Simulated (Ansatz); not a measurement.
**Ca (hcp type): how the settings move a single-point run**

Question: which choices in the input matter for Ca (hcp type)?

Method: reference: DFT, LDA, all-electron PAW with datasets made for the crystal, scalar-relativistic, in Ansatz 0.2.0.

1 further run of the same task is left out (it didn't finish). Runs told in other sessions of the task aren't counted.

## (1) The starting structure

Symmetry: P6_3/mmc, No. 194, hexagonal system. The conventional cell has a = 2.924 Å, b = 2.924 Å, c = 4.445 Å, α = 90.00°, β = 90.00°, γ = 120.00°. Ca (site symmetry -6m2) has 12 Ca at 2.79 to 2.92 Å in its first shell of neighbours.

As a file:

```cif
data_structure
_symmetry_space_group_name_H-M 'P6_3/mmc'
_symmetry_Int_Tables_number 194
_cell_length_a 2.9236
_cell_length_b 2.9236
_cell_length_c 4.4450
_cell_angle_alpha 90.000
_cell_angle_beta 90.000
_cell_angle_gamma 120.000
_cell_volume 32.90
loop_
_atom_site_label
_atom_site_type_symbol
_atom_site_symmetry_multiplicity
_atom_site_Wyckoff_symbol
_atom_site_fract_x
_atom_site_fract_y
_atom_site_fract_z
_atom_site_occupancy
Ca1 Ca 2 c 0.33333 0.66667 0.25000 1
```

## (2) Baseline

Contents of input.yaml:

```yaml
crystal:
  lattice:
    - [2.9236044784, 0.0, 0.0]
    - [-1.4618022392, 2.5319157489, 0.0]
    - [0.0, 0.0, 4.4449765278]
  atoms:
    - { symbol: Ca, position: [0.3333333333, 0.6666666667, 0.25] }
    - { symbol: Ca, position: [0.6666666667, 0.3333333333, 0.75] }
kpoints:
  mp_grid: { grid: [12, 12, 6] }
scf:
  occupations: { method: fermi_dirac, width: 0.05 }
hamiltonian:
  xc: lda
  pseudopotentials: { kind: all_electron, datasets: crystal }
output:
  forces: true
  stress: true
  eigenvalues: true
```

On the command line:

```sh
> ansatz run input.yaml --threads 1 --pin off --max-ram 2048MiB --backend cpu --events-out ev --progress --plain --runs-dir out
```

## (3) Changed: mp_grid.grid [6, 6, 3], occupations.method cold, occupations.width 0.025, xc r2scan

input.yaml, as its differences from that of step 2:

```diff
@@ -9,7 +9,7 @@
 kpoints:
-  mp_grid: { grid: [12, 12, 6] }
+  mp_grid: { grid: [6, 6, 3] }
 scf:
-  occupations: { method: fermi_dirac, width: 0.05 }
+  occupations: { method: cold, width: 0.025 }
 hamiltonian:
-  xc: lda
+  xc: r2scan
   pseudopotentials: { kind: all_electron, datasets: crystal }
```

Q: Predict the outcome of this session. Wanted: for each run, ending; energy change; pressure; gap; force.

As calculated:

| run | ending | energy change | pressure (GPa) | gap (eV) | force (eV/Å) | cycles | time |
| --- | --- | --- | --- | --- | --- | --- | --- |
| reference | converged | - | 46.9 | 0.00 | 0.00 | 7 | 5.2 s |
| 1: mp_grid.grid [6, 6, 3], occupations.method cold, occupations.width 0.025, xc r2scan | converged | not comparable | 56.1 | 0.00 | 0.00 | 9 | 3 s |

Residual by cycle in the longest SCF loop of each run; runs are numbered as in the table. The quantity is the density residual dr2, in eV.

```
cycle  reference   run 1
    1     0.0446     0.1
    2     0.0203  0.0424
    3     3.7e-4  9.2e-4
    4     2.1e-5  3.4e-5
    5     4.4e-7  7.2e-6
    6     1.1e-7  4.0e-7
    7     2.9e-8  4.8e-7
    8          -  9.0e-8
    9          -  4.1e-9
```

A change of functional puts the total energy on another scale; the pressure goes from 46.9 to 56.1 GPa. The k-point mesh and smearing changed too. Cost: 9 SCF cycles against 7, 3 s against 5.2 s. The structure is not at rest: the sound run finds 47 GPa, so these are no properties of the relaxed crystal. 
